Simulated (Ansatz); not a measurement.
# BeBH₃ (singlet): from Hartree-Fock to the top rungs at distance Be2–H5 = 2.172 Å, 6-31G

An exercise on one series of results from a longer session: the logs are not shown, and one member is left open.

Method: 6-31G, core rule «outside noble gas», up to 2 orbitals frozen; program: Ansatz 0.2.0, Gaussian basis.

The runs, in order: UHF; CCSD(T) on RHF; CCSD(T) on UHF; BCCD(T) on RHF; CISD; CCSDT(Q) on RHF; CCSDT(Q) on UHF; CCSDTQ on RHF; CASSCF and MRCISD+Q, 2 electrons in 2 orbitals; CASSCF and NEVPT2, 2 electrons in 2 orbitals; Full CI.

38 further runs of the same task are left out: 22 for a known fault of the program, 13 that didn't finish, 3 set aside as unsound or not needed. Runs told in other sessions of the task aren't counted.

## The system

The geometry derives from a PBE0/def2-TZVP stationary point (not a proven minimum). One bond is set to the value named and the two fragments are kept rigid.

5 atoms, charge 0, spin multiplicity 1.

Atoms are counted from 1 here; the program's logs count them from 0.

Bond lengths: B1–Be2 1.873 Å, B1–H3 1.202 Å, B1–H4 1.202 Å. Angles: Be2–B1–H3 123.4°, Be2–B1–H4 123.4°, H3–B1–H4 113.2°.

The first run:

The input, in.yaml:

```yaml
crystal:
  periodic: [false, false, false]
  atoms:
    - {symbol: B, position_ang: [0.000000, 0.000000, 0.858945]}
    - {symbol: Be, position_ang: [0.000000, 0.000000, -1.014216]}
    - {symbol: H, position_ang: [0.000000, 1.003181, 1.520801]}
    - {symbol: H, position_ang: [0.000000, -1.003180, 1.520801]}
    - {symbol: H, position_ang: [0.000000, 0.000000, -3.186216]}
basis:
  gaussian: {orbitals: 6-31G}
magnetization: {spin_polarized: true, initial_magnetization: 0}
hamiltonian: {xc: hf}
output: {orbitals: {seedname: orbitals}}
```

Command:

```console
ansatz run in.yaml --threads 1 --pin off --events-out ev --progress --plain --max-ram 2393MiB
```

Among the steps run: UHF; CCSD(T) on RHF; CCSD(T) on UHF; BCCD(T) on RHF; CISD; CCSDT(Q) on RHF; CCSDT(Q) on UHF; CCSDTQ on RHF; CASSCF and MRCISD+Q, 2 electrons in 2 orbitals; CASSCF and NEVPT2, 2 electrons in 2 orbitals; Full CI.

One of the session's tables, all rows but one given; the rest of the session is left out.

| method | from FCI (meV) |
| --- | --- |
| RHF | +3087.5 |
| UHF | +3072.7 |
| RMP2 | ? |
| CISD | +269.3 |
| RCCSD | +83.1 |
| RCCSD(T) | +25.5 |
| BCCD(T) | +25.7 |
| RCCSDT | +3.3 |
| RCCSDT(Q) | +0.9 |
| RCCSDTQ | +0.1 |
| CASSCF pair | +2263.5 |
| NEVPT2 pair | +611.4 |
| MRCISD pair | +129.1 |
| MRCISD+Q pair | +8.9 |
| FCI | 0 |

Q: Estimate the row for RMP2 from the others.

**Answer.** from FCI (meV): +949.8. In the column «from FCI (meV)» it lies between NEVPT2 pair (+611.4) and CASSCF pair (+2263.5).

Not comparable, so not listed: CCSD(T) on UHF; CCSDT(Q) on UHF (they don't share determinant, frozen orbitals or solution with the rows shown, or repeat one).
